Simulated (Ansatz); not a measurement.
Here is an Ansatz input file for CH7BSi2, SMILES B1[SiH2]C[SiH2]1. Write the same calculation for the Python package.

```yaml
crystal:
  periodic: [false, false, false]
  atoms:
    - { symbol: B, position_ang: [-0.5937, 0.8248, -1.0731] }
    - { symbol: Si, position_ang: [0.0837, 1.1187, 0.7205] }
    - { symbol: C, position_ang: [0.4465, -0.6767, 0.8125] }
    - { symbol: Si, position_ang: [-0.1065, -1.0157, -0.8647] }
    - { symbol: H, position_ang: [-1.1301, 1.5388, -1.9375] }
    - { symbol: H, position_ang: [-0.9497, 1.5422, 1.6806] }
    - { symbol: H, position_ang: [1.3227, 1.9611, 0.7187] }
    - { symbol: H, position_ang: [-0.0701, -1.1705, 1.6106] }
    - { symbol: H, position_ang: [1.5748, -0.8471, 0.9359] }
    - { symbol: H, position_ang: [0.8728, -1.4496, -1.7739] }
    - { symbol: H, position_ang: [-1.3849, -1.883, -0.809] }
basis:
  gaussian:
    orbitals: def2-SVP
hamiltonian:
  xc: hf
relax:
  f_tol: 0.02
```

`ch7bsi2_opt.py`
```python
import itertools
import warnings

import ansatz as az
from ase.data import atomic_numbers, covalent_radii
import numpy as np

params = {
    "basis_set": "def2-SVP",
    "functional": "hf",
}


def main() -> None:
    warnings.simplefilter("ignore", az.DeckWarning)

    mol = (
        az.Crystal.molecule()
        .atom("B", (-0.5937, 0.8248, -1.0731))
        .atom("Si", (0.0837, 1.1187, 0.7205))
        .atom("C", (0.4465, -0.6767, 0.8125))
        .atom("Si", (-0.1065, -1.0157, -0.8647))
        .atom("H", (-1.1301, 1.5388, -1.9375))
        .atom("H", (-0.9497, 1.5422, 1.6806))
        .atom("H", (1.3227, 1.9611, 0.7187))
        .atom("H", (-0.0701, -1.1705, 1.6106))
        .atom("H", (1.5748, -0.8471, 0.9359))
        .atom("H", (0.8728, -1.4496, -1.7739))
        .atom("H", (-1.3849, -1.883, -0.809))
    )

    calc = mol.calculation().basis(gaussian=params["basis_set"]).functional(params["functional"])
    symbols = [site.symbol for site in mol.cartesian_sites]
    start = np.array([site.position_ang for site in mol.cartesian_sites], dtype=float)
    def progress(event):
        if event["event"] == "relax_step":
            row = event["data"]
            print(f"step {row['step']:3d}  E = {row['lagrangian_ev']:.6f} eV  largest force component {row['allowed_force_max_ev_ang']:.4f} eV/A")


    report = calc.relax(force_tolerance=0.02).session().plan().execute(on_event=progress).report
    end = np.array(report["positions_ang"])

    for key in ("converged", "free_energy_ev", "reference_energy_ev", "n_frozen", "n_occupied", "n_virtual"):
        print(f"{key:22s} {report[key]}")

    radius = [covalent_radii[atomic_numbers[s]] for s in symbols]
    span = lambda where, i, j: np.linalg.norm(where[i] - where[j])
    bonded = [(i, j) for i, j in itertools.combinations(range(len(symbols)), 2) if min(span(start, i, j), span(end, i, j)) < 1.2 * (radius[i] + radius[j])]
    print("pair        before    after (A)")
    for i, j in bonded:
        print(f"{symbols[i]}{i}-{symbols[j]}{j}".ljust(10), f"{span(start, i, j):8.4f} {span(end, i, j):8.4f}")
    with open("ch7bsi2_opt.xyz", "w") as handle:
        handle.write(f"{len(symbols)}\nrelaxed CH7BSi2\n")
        handle.writelines(f"{s:2s} {x:11.6f} {y:11.6f} {z:11.6f}\n" for s, (x, y, z) in zip(symbols, end))


if __name__ == "__main__":
    main()
```

```console
$ python ch7bsi2_opt.py
step   1  E = -17528.805191 eV  largest force component 3.6184 eV/A
step   2  E = -17529.507443 eV  largest force component 1.5098 eV/A
step   3  E = -17529.447355 eV  largest force component 0.8541 eV/A
step   4  E = -17529.627408 eV  largest force component 0.2380 eV/A
step   5  E = -17529.634261 eV  largest force component 0.0387 eV/A
step   6  E = -17529.636069 eV  largest force component 0.0183 eV/A
step   7  E = -17529.637330 eV  largest force component 0.0782 eV/A
step   8  E = -17529.638766 eV  largest force component 0.0683 eV/A
step   9  E = -17529.641732 eV  largest force component 0.2407 eV/A
step  10  E = -17529.644868 eV  largest force component 0.1595 eV/A
step  11  E = -17529.649566 eV  largest force component 0.0464 eV/A
step  12  E = -17529.651168 eV  largest force component 0.0551 eV/A
step  13  E = -17529.651515 eV  largest force component 0.0145 eV/A
converged              True
free_energy_ev         -17529.651515307203
reference_energy_ev    -17529.651515307203
n_frozen               0
n_occupied             [23, 23]
n_virtual              [76, 76]
pair        before    after (A)
B0-Si1       1.9397   2.0628
B0-Si3       1.9153   2.0620
B0-H4        1.2429   1.1941
Si1-C2       1.8340   1.9194
Si1-H5       1.4728   1.4882
Si1-H6       1.4983   1.4855
C2-Si3       1.7983   1.9187
C2-H7        1.0713   1.0910
C2-H8        1.1477   1.0962
Si3-H9       1.4050   1.4857
Si3-H10      1.5458   1.4888
```

What to keep in mind:
- Total energies depend on the basis set; only differences at equal settings carry meaning.
- The end point is the stationary point reached from this start; no frequency run checks that it is a minimum, and the basis set is modest.
- Run time: 32 s on 1 thread of Arm Neoverse V1, on a shared host, peak memory 0.25 GiB.

(Lines on the test bed's own set-up are left out of the output.)
